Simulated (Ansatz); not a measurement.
**C2H9BOSi: molecular dynamics**

Purpose: to follow the molecule's vibrations and see whether its bonds hold. The start is relaxed first. Runs: 40 steps of 4 fs at constant energy, with velocities drawn for 200 K. SMILES of the start: BC([SiH3])CO.

All numbers below are computed with Ansatz 0.2.0 (RKS r2SCAN/STO-3G).

### 1 The system as given

Bond lengths: B1–C2 1.565 Å, C2–Si3 1.844 Å, C2–C4 1.530 Å, C4–O5 1.468 Å, B1–H6 1.175 Å, B1–H7 1.214 Å, C2–H8 1.132 Å, Si3–H9 1.470 Å, Si3–H10 1.491 Å, Si3–H11 1.493 Å, C4–H12 1.128 Å, C4–H13 1.020 Å, O5–H14 0.980 Å. Angles (14 of 22 angles, heavy atoms first): B1–C2–Si3 106.8°, B1–C2–C4 114.2°, Si3–C2–C4 108.2°, C2–C4–O5 108.6°, B1–C2–H8 112.2°, Si3–C2–H8 106.0°, C4–C2–H8 109.0°, C2–B1–H6 123.1°, C2–B1–H7 119.1°, C2–Si3–H9 111.8°, C2–Si3–H10 111.4°, C2–Si3–H11 111.1°, C2–C4–H12 108.5°, C2–C4–H13 114.5°.

Coordinates:

```xyz
14

B    -1.3484    0.2972    0.9061
C    -0.1119    0.3719   -0.0495
Si    1.3917    0.2926    1.0151
C    -0.0363   -0.7680   -1.0672
O    -1.2065   -0.6862   -1.9491
H    -2.2057   -0.4974    0.7848
H    -1.5327    1.1921    1.7051
H    -0.0543    1.3602   -0.5989
H     2.6270    0.3840    0.2228
H     1.4366   -0.9747    1.7989
H     1.4156    1.4188    1.9945
H    -0.1430   -1.7474   -0.5176
H     0.7858   -0.7431   -1.6699
H    -1.0310    0.0707   -2.5463
```

### 2 Preparing the start

input.yaml reads:

```yaml
crystal:
  periodic: [false, false, false]
  atoms:
    - { symbol: B, position_ang: [-1.3484, 0.2972, 0.9061] }
    - { symbol: C, position_ang: [-0.1119, 0.3719, -0.0495] }
    - { symbol: Si, position_ang: [1.3917, 0.2926, 1.0151] }
    - { symbol: C, position_ang: [-0.0363, -0.768, -1.0672] }
    - { symbol: O, position_ang: [-1.2065, -0.6862, -1.9491] }
    - { symbol: H, position_ang: [-2.2057, -0.4974, 0.7848] }
    - { symbol: H, position_ang: [-1.5327, 1.1921, 1.7051] }
    - { symbol: H, position_ang: [-0.0543, 1.3602, -0.5989] }
    - { symbol: H, position_ang: [2.627, 0.384, 0.2228] }
    - { symbol: H, position_ang: [1.4366, -0.9747, 1.7989] }
    - { symbol: H, position_ang: [1.4156, 1.4188, 1.9945] }
    - { symbol: H, position_ang: [-0.143, -1.7474, -0.5176] }
    - { symbol: H, position_ang: [0.7858, -0.7431, -1.6699] }
    - { symbol: H, position_ang: [-1.031, 0.0707, -2.5463] }
basis:
  gaussian: { orbitals: STO-3G }
hamiltonian:
  xc: r2scan
relax:
  f_tol: 0.02
  max_steps: 40
scf:
  lower_state_search: "off"
```

The run is started by

```bash
> ansatz run input.yaml --threads 1 --pin off --max-ram 2048MiB --backend cpu --events-out ev --progress --plain --runs-dir out
```

After this run come: The run.

Before running it: what results should come out? Wanted: relaxation of the start; temperature, first and last step; temperature, second half; potential energy, second half; largest change of the total energy; bonds formed or broken.

The runs gave:

```
                          quantity                                    value
           relaxation of the start                 11 moves, 0.721 eV lower
                            length                         40 steps of 4 fs
  temperature, first and last step                        200 and 5788231 K
          temperature, second half  mean 1860792 K, from 80615 to 5788546 K
     potential energy, second half            +5762 meV/atom from the start
largest change of the total energy                       647632.01 meV/atom
            bonds formed or broken                                       17
```

What this shows: The run blows up, reaching 5788546 K, so it describes no real motion. 160 fs on 14 atoms is far too short and small for converged averages. The nuclei move classically, without zero-point motion, which matters most for hydrogen. The basis is very small, so the numbers are rough.
